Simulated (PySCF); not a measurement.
# Pd⁴⁴⁺: ionisation energy in even-tempered 15s7p4d3f3g

Each state of palladium is computed at each level; their differences give the ionisation energy. How far do the methods differ?

Program: PySCF 2.14.0. Level of theory: unrestricted determinants in a Gaussian basis, no spin-orbit coupling in the energies. These are calculated values, not measurements, unless marked.

### 1 Starting point

* Element: palladium (Z = 46)
* Basis: an uncontracted even-tempered set (15 s from 83 bohr⁻², ratio 2.2; 7 p from 130 bohr⁻², ratio 2.4; 4 d from 380 bohr⁻², ratio 2.4; 3 f from 560 bohr⁻², ratio 2.4; 3 g from 850 bohr⁻², ratio 2.4)
* Hamiltonian: no relativity, point nucleus
* State 1: Pd⁴⁴⁺: 1s2, closed-shell 1S
* Needed too, but not shown: Pd⁴⁵⁺ 1s1 (2S)
* Methods: CCSD(T)
* Core shells frozen in the correlated runs: all electrons: nothing (for Pd⁴⁴⁺)

The outer shells:

Pd44+ 1s2
```
1s [↑↓]
```

One driver process ran all states and methods and kept the integrals in memory. Each run is shown as a PySCF script that sums up its settings (the driver passes frozen orbitals as a list and adds second-order terms of double hybrids); the logs are those of the runs themselves. The driver starts from symmetry-adapted Hartree-Fock orbitals, holds the occupation by maximum overlap and uses a logarithmic radial grid for functionals, so a plain start would take other cycles.

The integrals over 104 functions and the set-up took 0.3 s of CPU time.

### 2 Pd⁴⁴⁺, at CCSD(T) (all electrons)

Level: CCSD(T) (all electrons).

File input.py:

```python
from pyscf import gto, scf, dft, mp, cc
mol = gto.M(atom="Pd 0 0 0", charge=44, spin=0, symmetry="D2h",
            basis=gto.etbs([(0, 15, 83, 2.2), (1, 7, 130, 2.4), (2, 4, 380, 2.4), (3, 3, 560, 2.4), (4, 3, 850, 2.4)]))
mf = scf.UHF(mol)
mf.irrep_nelec = {'Ag': (1, 1)}
mf.kernel()
mycc = cc.CCSD(mf, frozen=[[93, 94, 95, 96, 97, 98, 99, 100, 101, 102, 103], [93, 94, 95, 96, 97, 98, 99, 100, 101, 102, 103]]).run()
mycc.ccsd_t()
```

Standard output:

```text
CC2 = 0
CCSD nocc = 1, nmo = 93
frozen orbitals [93, 94, 95, 96, 97, 98, 99, 100, 101, 102, 103]
max_cycle = 100
direct = 0
conv_tol = 1e-08
conv_tol_normt = 1e-06
diis_space = 8
diis_start_cycle = 0
Init t2, MP2 energy = -2087.40561910323  E_corr(MP2) -0.0455044466017707
Init E_corr(CCSD) = -0.0455044466017707
cycle = 1  E_corr(CCSD) = -0.0457603853874138  dE = -0.000255938786  norm(t1,t2) = 2.51649e-05
cycle = 2  E_corr(CCSD) = -0.0457633430216301  dE = -2.95763422e-06  norm(t1,t2) = 3.17804e-07
cycle = 3  E_corr(CCSD) = -0.045763377053763  dE = -3.40321329e-08  norm(t1,t2) = 4.37484e-09
cycle = 4  E_corr(CCSD) = -0.0457633769268828  dE = 1.26880166e-10  norm(t1,t2) = 1.49272e-11
CCSD converged
E(CCSD) = -2087.405878033554  E_corr = -0.04576337692688284
```

It used 4.4 s of CPU time after the integrals (shared host).

CCSD correlation -0.04576 hartree, triples 0.00000; total -2087.405878. T1 = 0.000, largest double amplitude 0.001. With two correlated electrons the triples vanish and CCSD is exact in this space.

A non-relativistic calculation at this Z misses sizeable relativistic shifts.

### 3 Differences of total energies

Ionisation energy: Pd⁴⁴⁺ 1s2 (1S) → Pd⁴⁵⁺ 1s1 (2S).

```csv
method,value (eV),less the reference (eV)
UHF,28010.3,-765.7
MP2 (all electrons),28011.6,-764.5
SCS-MP2 (all electrons),28011.8,-764.2
CCSD (all electrons),28011.6,-764.5
CCSD(T) (all electrons),28011.6,-764.5
CCSDT (all electrons),28011.6,-764.5
FCI (all electrons),28011.6,-764.5
```

Reference: 28776.0 eV (theoretical estimate listed by NIST; NIST Atomic Spectra Database, ionization energies). The calculation is non-relativistic, so it cannot be held against the reference.

The differences also use runs on Pd⁴⁵⁺ 1s1 (2S), which are not shown here. The runs at UHF, MP2 (all electrons) are not shown; their differences are listed all the same.

### 4 What came out

```
                quantity                                                           value
ionisation energy, Pd⁴⁴⁺  UHF 28010.3, FCI (all electrons) 28011.6 eV; reference 28776.0
```

Accuracy by level (over 1 difference):

```csv
method,mean absolute miss against FCI (all electrons) (eV)
UHF,1.245
MP2 (all electrons),0.007
SCS-MP2 (all electrons),0.241
CCSD (all electrons),0.000
CCSD(T) (all electrons),0.000
CCSDT (all electrons),0.000
FCI (all electrons),0.000
```

In words: The methods span 1.486 eV, from UHF (28010.3) to SCS-MP2 (all electrons) (28011.8). The reference is uncertain or not like for like (spin-orbit coupling or other relativistic terms), so no ranking of close methods is drawn. The basis is finite, and no extrapolation was made.
